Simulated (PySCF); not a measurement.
# Ni, Ni+: ionisation energy in def2-TZVP

Wanted: the ionisation energy of nickel, up a ladder of methods.

Program: PySCF 2.14.0. Level of theory: unrestricted determinants in a Gaussian basis, no spin-orbit coupling in the energies. These are calculated values, not measurements, unless marked.

## Step 1: The system

| Item | Value |
| --- | --- |
| Element | nickel (Z = 28) |
| Basis | def2-TZVP (6s4p4d1f, 45 functions) |
| Hamiltonian | the non-relativistic Hamiltonian (point nucleus) |
| State 1 | Ni: [Ar] 3d8 4s2, high-spin 3F determinant |
| State 2 | Ni+: [Ar] 3d9, 2D determinant |
| Methods | UHF, BP86, PBE, MP2 |
| Core shells frozen in the correlated runs | valence: [Ar] (for Ni) |

Outer shells as boxes (Hund's rule):

Ni [Ar] 3d8 4s2
```
[Ar] core
3d [↑↓][↑↓][↑↓][↑ ][↑ ]
4s [↑↓]
```

Ni+ [Ar] 3d9
```
[Ar] core
3d [↑↓][↑↓][↑↓][↑↓][↑ ]
```

One driver process ran all states and methods and kept the integrals in memory. Each run is shown as a PySCF script that sums up its settings (the driver passes frozen orbitals as a list and adds second-order terms of double hybrids); the logs are those of the runs themselves. The driver starts from symmetry-adapted Hartree-Fock orbitals, holds the occupation by maximum overlap and uses a logarithmic radial grid for functionals, so a plain start would take other cycles.

It was started by

```
> OMP_NUM_THREADS=1 python atomrun2.py TASK.json OUT
```

The integrals over 45 functions and the set-up took 0.12 s of CPU time.

## Step 2: Ni

UHF:

Contents of input.py:

```python
from pyscf import gto, scf, dft, mp, cc
import basis_set_exchange as bse
mol = gto.M(atom="Ni 0 0 0", charge=0, spin=2, symmetry="D2h",
            basis=gto.basis.parse(bse.get_basis("def2-TZVP", elements=["Ni"], fmt="nwchem", header=False)))
mf = scf.UHF(mol)
mf.irrep_nelec = {'Ag': (6, 4), 'B1g': (1, 1), 'B2g': (1, 1), 'B3g': (1, 1), 'B1u': (2, 2), 'B2u': (2, 2), 'B3u': (2, 2)}
mf.kernel()
```

BP86:

input.py differs from the last one in:

```diff
@@ -4,3 +4,3 @@
             basis=gto.basis.parse(bse.get_basis("def2-TZVP", elements=["Ni"], fmt="nwchem", header=False)))
-mf = scf.UHF(mol)
+mf = dft.UKS(mol, xc="B88,P86")
 mf.irrep_nelec = {'Ag': (6, 4), 'B1g': (1, 1), 'B2g': (1, 1), 'B3g': (1, 1), 'B1u': (2, 2), 'B2u': (2, 2), 'B3u': (2, 2)}
```

PBE:

input.py differs from the last one in:

```diff
@@ -4,3 +4,3 @@
             basis=gto.basis.parse(bse.get_basis("def2-TZVP", elements=["Ni"], fmt="nwchem", header=False)))
-mf = dft.UKS(mol, xc="B88,P86")
+mf = dft.UKS(mol, xc="PBE")
 mf.irrep_nelec = {'Ag': (6, 4), 'B1g': (1, 1), 'B2g': (1, 1), 'B3g': (1, 1), 'B1u': (2, 2), 'B2u': (2, 2), 'B3u': (2, 2)}
```

MP2 (valence):

input.py differs from the last one in:

```diff
@@ -4,4 +4,5 @@
             basis=gto.basis.parse(bse.get_basis("def2-TZVP", elements=["Ni"], fmt="nwchem", header=False)))
-mf = dft.UKS(mol, xc="PBE")
+mf = scf.UHF(mol)
 mf.irrep_nelec = {'Ag': (6, 4), 'B1g': (1, 1), 'B2g': (1, 1), 'B3g': (1, 1), 'B1u': (2, 2), 'B2u': (2, 2), 'B3u': (2, 2)}
 mf.kernel()
+mp.UMP2(mf, frozen=9).kernel()
```

## Step 3: Ni+: the ladder of methods

UHF:

Contents of input.py:

```python
from pyscf import gto, scf, dft, mp, cc
import basis_set_exchange as bse
mol = gto.M(atom="Ni 0 0 0", charge=1, spin=1, symmetry="D2h",
            basis=gto.basis.parse(bse.get_basis("def2-TZVP", elements=["Ni"], fmt="nwchem", header=False)))
mf = scf.UHF(mol)
mf.irrep_nelec = {'Ag': (5, 4), 'B1g': (1, 1), 'B2g': (1, 1), 'B3g': (1, 1), 'B1u': (2, 2), 'B2u': (2, 2), 'B3u': (2, 2)}
mf.kernel()
```

BP86:

input.py differs from the last one in:

```diff
@@ -4,3 +4,3 @@
             basis=gto.basis.parse(bse.get_basis("def2-TZVP", elements=["Ni"], fmt="nwchem", header=False)))
-mf = scf.UHF(mol)
+mf = dft.UKS(mol, xc="B88,P86")
 mf.irrep_nelec = {'Ag': (5, 4), 'B1g': (1, 1), 'B2g': (1, 1), 'B3g': (1, 1), 'B1u': (2, 2), 'B2u': (2, 2), 'B3u': (2, 2)}
```

PBE:

input.py differs from the last one in:

```diff
@@ -4,3 +4,3 @@
             basis=gto.basis.parse(bse.get_basis("def2-TZVP", elements=["Ni"], fmt="nwchem", header=False)))
-mf = dft.UKS(mol, xc="B88,P86")
+mf = dft.UKS(mol, xc="PBE")
 mf.irrep_nelec = {'Ag': (5, 4), 'B1g': (1, 1), 'B2g': (1, 1), 'B3g': (1, 1), 'B1u': (2, 2), 'B2u': (2, 2), 'B3u': (2, 2)}
```

MP2 (valence):

input.py differs from the last one in:

```diff
@@ -4,4 +4,5 @@
             basis=gto.basis.parse(bse.get_basis("def2-TZVP", elements=["Ni"], fmt="nwchem", header=False)))
-mf = dft.UKS(mol, xc="PBE")
+mf = scf.UHF(mol)
 mf.irrep_nelec = {'Ag': (5, 4), 'B1g': (1, 1), 'B2g': (1, 1), 'B3g': (1, 1), 'B1u': (2, 2), 'B2u': (2, 2), 'B3u': (2, 2)}
 mf.kernel()
+mp.UMP2(mf, frozen=9).kernel()
```

Q: Predict the outcome of this session.

As calculated:

```
             quantity                                               value
ionisation energy, Ni  UHF 7.700, MP2 (valence) 6.403 eV; reference 7.640
```

In words: The methods span 1.297 eV, from MP2 (valence) (6.403) to UHF (7.700). The reference is uncertain or not like for like (spin-orbit coupling or other relativistic terms), so no ranking of close methods is drawn. All values hold for this basis alone; no basis-set limit was taken.
